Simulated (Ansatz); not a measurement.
Geometry optimisation, Ansatz, DFT PBE-D3(BJ), scalar-relativistic, plane waves, PAW.

input.yaml

```yaml
crystal:
  lattice:
    - [6.3, 0.0, 0.0]
    - [0.0, 6.3, 0.0]
    - [0.0, 0.0, 6.3]
  atoms:
    - { symbol: Mo, position: [0.0, 0.0, 0.0] }
    - { symbol: Mo, position: [0.5, 0.0, 0.0] }
    - { symbol: Mo, position: [0.0, 0.5, 0.0] }
    - { symbol: Mo, position: [0.0, 0.0, 0.5] }
    - { symbol: Mo, position: [0.25, 0.25, 0.25] }
    - { symbol: Mo, position: [0.5, 0.5, 0.0] }
    - { symbol: Mo, position: [0.5, 0.0, 0.5] }
    - { symbol: Mo, position: [0.75, 0.25, 0.25] }
    - { symbol: Mo, position: [0.0, 0.5, 0.5] }
    - { symbol: Mo, position: [0.25, 0.75, 0.25] }
    - { symbol: Mo, position: [0.25, 0.25, 0.75] }
    - { symbol: Mo, position: [0.5, 0.5, 0.5] }
    - { symbol: Mo, position: [0.75, 0.75, 0.25] }
    - { symbol: Mo, position: [0.75, 0.25, 0.75] }
    - { symbol: Mo, position: [0.25, 0.75, 0.75] }
    - { symbol: Mo, position: [0.75, 0.75, 0.75] }
    - { symbol: F, position: [0.7381314, 0.5064298, 0.3867349] }
basis:
  ecutwfc: 420.0
kpoints:
  mp_grid: { grid: [3, 3, 3] }
hamiltonian:
  xc: pbe
  dispersion: d3bj
scf:
  occupations: { method: fermi_dirac, width: 0.1 }
  lower_state_search: "off"
relax:
  f_tol: 0.03
  max_steps: 60
  adjacent_minimum: "off"
```

Command:

```bash
$ ansatz run input.yaml --threads 4 --pin off --max-ram 10240MiB --backend cpu --events-out ev --progress --plain --runs-dir out
```

Task: Where does it end, and by what steps?

Result: The run converged. The force dipped under the threshold on the way, but the program's further checks kept it going. Limits of this set-up: coarse k mesh, odd electron count without spin, a small cell, in which the defect meets its images. After 6 steps the energy has fallen by 4.718 eV; Mo12 moved furthest, 0.25 Å. The start is strongly strained (largest force component 15 eV/Å).

```
step  energy less start (eV)  largest force component (eV/Å)  accepted
   0                  0.0000                          15.043       yes
   1                 -3.9043                           2.606       yes
   2                 -4.5087                           0.838       yes
   3                 -4.3917                           1.071        no
   4                 -4.7080                           0.189       yes
   5                 -4.7181                           0.022       yes
   6                 -4.7181                           0.022       yes
```

```xyz
17
Lattice="6.3000 0.0000 0.0000 0.0000 6.3000 0.0000 0.0000 0.0000 6.3000" Properties=species:S:1:pos:R:3
Mo 0.023 0.002 -0.023
Mo 3.118 0.002 -0.024
Mo 0.009 3.153 -0.002
Mo 0.004 0.003 3.174
Mo 1.570 1.569 1.560
Mo 3.132 3.152 -0.002
Mo 3.137 0.003 3.174
Mo 4.720 1.388 1.419
Mo 0.185 3.153 3.315
Mo 1.570 4.736 1.560
Mo 1.571 1.550 4.757
Mo 2.958 3.153 3.313
Mo 4.720 4.915 1.421
Mo 4.720 1.564 4.735
Mo 1.571 4.755 4.757
Mo 4.720 4.741 4.735
F 4.722 3.151 2.367
```

Time of the run: 56 s on 4 threads of AMD EPYC 7R13 Processor (Zen 3), with other jobs on the host, peak memory 1.1 GiB.
